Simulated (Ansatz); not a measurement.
# GaSi (quartet): the correlation ladder, aug-cc-pVDZ

One table from this session's results is given with a row withheld; the runs are named, their logs left out.

Method: aug-cc-pVDZ, core rule «outside noble gas», up to 19 orbitals frozen; program: Ansatz 0.2.0, Gaussian basis.

Plan: UHF; CCSD(T) on ROHF; CCSD(T) on UHF; BCCD(T) on ROHF; CISD; CCSDT(Q) on ROHF; CCSDT(Q) on UHF; CASSCF and MRCISD+Q, 7 electrons in 8 orbitals; CASSCF and NEVPT2, 7 electrons in 8 orbitals.

18 further runs of the same task are left out: 10 that didn't finish, 8 set aside as unsound or not needed.

**What is computed**

The geometry is a PBE0/def2-TZVPD stationary point (not a proven minimum) of the parent state, kept for this charge and spin. No spin-orbit coupling is included. The filled d shell of Ga may be among the frozen orbitals whatever the setting's name suggests; the logs give the count.

2 atoms, charge 0, spin multiplicity 4.

Atoms are counted from 1 here; the program's logs count them from 0.

Bond lengths: Si1–Ga2 2.422 Å.

Geometry (Å):

```
Si    0.0000    0.0000    0.0000
Ga    0.0000    0.0000    2.4219
```

Set-up of the first run:

The input, in.yaml:

```yaml
crystal:
  periodic: [false, false, false]
  atoms:
    - {symbol: Si, position_ang: [0.000000, 0.000000, 0.000000]}
    - {symbol: Ga, position_ang: [0.000000, 0.000000, 2.421900]}
basis:
  gaussian: {orbitals: aug-cc-pVDZ}
magnetization: {spin_polarized: true, initial_magnetization: 3}
hamiltonian: {xc: hf}
output: {orbitals: {seedname: orbitals}}
```

On the command line:

```console
$ ansatz run in.yaml --threads 1 --pin off --events-out ev --progress --plain --max-ram 2393MiB
```

Among the steps run: UHF; CCSD(T) on ROHF; CCSD(T) on UHF; BCCD(T) on ROHF; CISD; CCSDT(Q) on ROHF; CCSDT(Q) on UHF; CASSCF and MRCISD+Q, 7 electrons in 8 orbitals; CASSCF and NEVPT2, 7 electrons in 8 orbitals.

One of the session's tables, all rows but one given; the rest of the session is left out.

It belongs to the step «Misses and costs». 

| method | from UCCSDT(Q) (meV) |
| --- | --- |
| ROHF | +3806.6 |
| UHF | +3725.3 |
| RMP2 | +962.5 |
| UMP2 | +979.3 |
| RCCSD | +221.9 |
| UCCSD | +214.9 |
| RCCSD(T) | +58.0 |
| UCCSD(T) | +53.6 |
| BCCD(T) | +57.5 |
| RCCSDT | +16.5 |
| UCCSDT | +12.0 |
| RCCSDT(Q) | +5.0 |
| UCCSDT(Q) | 0 |
| CASSCF valence | +2451.6 |
| NEVPT2 valence | +589.7 |
| MRCISD valence | +159.1 |
| MRCISD+Q valence | ? |

**Question.** Estimate the row for MRCISD+Q valence.

**Answer.** from UCCSDT(Q) (meV): -16.0. In the column «from UCCSDT(Q) (meV)» it is the lowest.

Not comparable, so not listed: CISD (they don't share determinant, frozen orbitals or solution with the rows shown, or repeat one).

Caveats from the session: Restricted and unrestricted rows rest on different reference determinants; where their highest levels disagree by more than a few hundredths of an eV, they describe different states and don't form one ladder.
